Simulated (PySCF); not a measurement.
# AgF6 ([AgF6]3-): the cost of one run

Computed with PySCF 2.14.0 and routines of our own; the level stands in each step. Atoms count from 0.

### Step 1. The system as given

7 atoms, charge -3, states of the metal's open shell are computed; geometry from: model geometry, bond lengths from ionic radii.

### Step 2. Ligand-field states: state-averaged CASSCF in water

The job: settings as JSON, then the geometry in Å.

```
{"job": {"kind": "lf", "basis": {"metal": "x2c-TZVPall", "ligand": "x2c-SVPall"}, "nevpt": true, "solvent": "water"}, "charge": -3, "metal": "Ag", "open_shell": "d8"}
Ag     0.000000     0.000000     0.000000
F      0.000000     0.000000     2.050000
F      0.000000     0.000000    -2.050000
F      2.050000     0.000000     0.000000
F     -2.050000     0.000000     0.000000
F      0.000000     2.050000     0.000000
F     -0.000000    -2.050000     0.000000
```

With the program's defaults for keys left out, this is: state-averaged CASSCF of the metal d shell, SC-NEVPT2 on the averaged canonical orbitals, state-interaction spin-orbit coupling.

On the command line:

```console
OMP_NUM_THREADS=1 python lf_run.py task.json out
```

The driver reads the jobs from task.json and runs them one after another.

Q: Estimate the wall time and peak memory of this first job on 1 thread of Arm Neoverse V1, shared host.

About 13 s, with a peak of 0.36 GiB.
